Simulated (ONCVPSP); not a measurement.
**Pseudopotential generation for Zr: ONCV, LDA (Perdew-Wang 92)**

Aim: build the potential from the settings below, then test how well it stands in for the atom: other configurations, scattering, ghost states and the plane-wave cutoff that it needs.

The numbers are computed with ONCVPSP 4.0.1 (LDA (Perdew-Wang 92), scalar-relativistic, spin-unpolarised reference atom).

### Step 1. The atom and the settings

The settings as typed:

| Quantity | Value |
| --- | --- |
| element | zirconium (Zr, Z = 40) |
| type | optimised norm-conserving Vanderbilt (ONCV) |
| frozen core | [Ar] 3d10 |
| valence charge | 12 |
| reference configuration | 4s2 4p6 4d2 5s1 (charge +1) |
| partial waves | 4s+5s: rc 1.70 bohr, ncon 4, nbas 7, qcut 6.8 1/bohr, 2 projectors; 4p: rc 1.60 bohr, ncon 4, nbas 8, qcut 11 1/bohr, 2 projectors, debl 1.1 Ha; 4d: rc 2.25 bohr, ncon 4, nbas 8, qcut 6.6 1/bohr, 2 projectors, debl 1 Ha |
| local potential | polynomial inside 1.00 bohr (lpopt 1, dvloc0 3 Ha) |
| core correction | not asked for |

The outer shells as boxes (Hund's rule for the drawing; the calculation is spin-unpolarised):

```
[Ar] core
3d [↑↓][↑↓][↑↓][↑↓][↑↓]
4s [↑↓]
4p [↑↓][↑↓][↑↓]
4d [↑ ][↑ ][  ][  ][  ]
5s [↑ ]
```

### Step 2. Generation

Contents of Zr.dat:

```
# ATOM AND REFERENCE CONFIGURATION
# atsym  z   nc   nv     iexc    psfile
  Zr 40.00    6    4  -001012      upf
#
#   n    l    f
    1    0    2.00
    2    0    2.00
    2    1    6.00
    3    0    2.00
    3    1    6.00
    3    2   10.00
    4    0    2.00
    4    1    6.00
    4    2    2.00
    5    0    1.00
#
# PSEUDOPOTENTIAL AND OPTIMIZATION
# lmax
    2
#
#   l,   rc,      ep,       ncon, nbas, qcut
    0    1.70    0.00    4    7    6.80
    1    1.60    0.00    4    8   11.00
    2    2.25    0.00    4    8    6.60
#
# LOCAL POTENTIAL
# lloc, lpopt,  rc(5),   dvloc0
    4    1    1.00    3.00
#
# VANDERBILT-KLEINMAN-BYLANDER PROJECTORs
# l, nproj, debl
    0    2    2.50
    1    2    1.10
    2    2    1.00
#
# MODEL CORE CHARGE
# icmod, fcfact, rcfact
    0    0.00    0.00
#
# LOG DERIVATIVE ANALYSIS
# epsh1, epsh2, depsh
   -4.00    5.00    0.02
#
# OUTPUT GRID
# rlmax, drl
    6.00    0.01
#
# TEST CONFIGURATIONS
# ncnf
    4
# nvcnf
#   n    l    f
    4
    4    0    2.00
    4    1    6.00
    4    2    2.00
    5    0    2.00
#
    4
    4    0    2.00
    4    1    6.00
    4    2    2.00
    5    0    0.00
#
    4
    4    0    2.00
    4    1    6.00
    4    2    1.00
    5    0    0.00
#
    4
    4    0    2.00
    4    1    6.00
    4    2    1.00
    5    0    2.00
#
```

Started as:

```
$ oncvpsp.x < Zr.dat > Zr.out
```

**Question.** What will these runs give? Wanted: cutoffs for 1 and 0.1 mHa per electron, occupied waves; bound ghosts; GHOST(+) flags; largest test error; largest phase difference near zero energy, channels read; projector energies reset by the program.

The runs gave:

```
                                                quantity                          value
  cutoffs for 1 and 0.1 mHa per electron, occupied waves                29 Ha and 36 Ha
                                            bound ghosts              d at -12977.82 eV
                                          GHOST(+) flags                    s at 167 eV
                            largest test error (AE − PS)  +5.3 meV, for 4s2 4p6 4d1 5s2
largest phase difference near zero energy, channels read                      0.000 rad
                 projector energies reset by the program            p: -1.443, 0.250 Ha
```

In words: It has a bound ghost (d), a state that the atom doesn't have, and that rules the file out. By total energies transferability is good: the largest error is 5.3 meV on 0.5 eV, for 4s2 4p6 4d1 5s2. Atomic tests can pass in spite of a ghost, since they solve only for the levels asked. It counts as of middling hardness, with 29 Ha needed at the looser tolerance. At the looser tolerance the 4p wave is the slowest; 4s needs 18 Ha. Near zero energy the phases of the channels with partial waves agree within 0.001 rad. The program also flags highly localised states, GHOST(+) (s).
